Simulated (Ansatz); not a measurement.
# FePdC6N6: the cost of one run

Method: DFT PBE, scalar-relativistic, plane waves, PAW, in Ansatz 0.2.0.

## 1. Starting point

Symmetry: Fm-3m, No. 225, cubic system. The conventional cell has a = 10.276 Å, b = 10.276 Å, c = 10.276 Å, α = 90.00°, β = 90.00°, γ = 90.00°. Fe (site symmetry m-3m) has 6 C at 1.94 Å in its first shell of neighbours. Around Pd (site symmetry m-3m) lie 6 N at 2.03 Å. C (site symmetry 4mm) is surrounded by 1 N at 1.17 Å and 1 Fe at 1.94 Å. Around N (site symmetry 4mm) lie 1 C at 1.17 Å and 1 Pd at 2.03 Å.

Coordinates:

```cif
data_structure
_symmetry_space_group_name_H-M 'P 1'
_symmetry_Int_Tables_number 1
_cell_length_a 7.2662
_cell_length_b 7.2662
_cell_length_c 7.2662
_cell_angle_alpha 60.000
_cell_angle_beta 60.000
_cell_angle_gamma 60.000
_cell_volume 271.28
loop_
_atom_site_label
_atom_site_type_symbol
_atom_site_fract_x
_atom_site_fract_y
_atom_site_fract_z
_atom_site_occupancy
Fe1 Fe 0.00000 0.00000 0.00000 1
Pd1 Pd 0.50000 0.50000 0.50000 1
C1 C 0.81141 0.18859 0.18859 1
C2 C 0.18859 0.81141 0.18859 1
C3 C 0.18859 0.18859 0.81141 1
C4 C 0.18859 0.81141 0.81141 1
C5 C 0.81141 0.18859 0.81141 1
C6 C 0.81141 0.81141 0.18859 1
N1 N 0.69755 0.30245 0.30245 1
N2 N 0.30245 0.69755 0.30245 1
N3 N 0.30245 0.30245 0.69755 1
N4 N 0.30245 0.69755 0.69755 1
N5 N 0.69755 0.30245 0.69755 1
N6 N 0.69755 0.69755 0.30245 1
```

A structure generator made this guess: cyanide-bridged rock-salt net of two metals, 0 guest cations a cell (Fm-3m, No. 225). The dimensions are guesses.

## 2. Probe: one point on a coarse mesh

input.yaml

```yaml
crystal:
  lattice:
    - [0.0, 5.138, 5.138]
    - [5.138, 0.0, 5.138]
    - [5.138, 5.138, 0.0]
  atoms:
    - { symbol: Fe, position: [0.0, 0.0, 0.0], spin: 4.0 }
    - { symbol: Pd, position: [0.5, 0.5, 0.5] }
    - { symbol: C, position: [0.81140522, 0.18859478, 0.18859478] }
    - { symbol: C, position: [0.18859478, 0.81140522, 0.18859478] }
    - { symbol: C, position: [0.18859478, 0.18859478, 0.81140522] }
    - { symbol: C, position: [0.18859478, 0.81140522, 0.81140522] }
    - { symbol: C, position: [0.81140522, 0.18859478, 0.81140522] }
    - { symbol: C, position: [0.81140522, 0.81140522, 0.18859478] }
    - { symbol: "N", position: [0.69754768, 0.30245232, 0.30245232] }
    - { symbol: "N", position: [0.30245232, 0.69754768, 0.30245232] }
    - { symbol: "N", position: [0.30245232, 0.30245232, 0.69754768] }
    - { symbol: "N", position: [0.30245232, 0.69754768, 0.69754768] }
    - { symbol: "N", position: [0.69754768, 0.30245232, 0.69754768] }
    - { symbol: "N", position: [0.69754768, 0.69754768, 0.30245232] }
basis:
  ecutwfc: 420
kpoints:
  mp_grid: { grid: [4, 4, 4] }
hamiltonian:
  xc: pbe
scf:
  occupations: { method: gaussian, width: 0.1 }
  lower_state_search: "off"
output:
  forces: true
  stress: true
  eigenvalues: true
  populations: true
magnetization:
  spin_polarized: true
```

Run with:

```console
$ ansatz run input.yaml --threads 1 --pin off --max-ram 2560MiB --backend cpu --events-out ev --progress --plain --runs-dir out
```

Q: Estimate wall time and peak memory on 1 thread of Intel Xeon 6975P-C (Granite Rapids), shared host.

About 32 s, with a peak of 0.73 GiB.
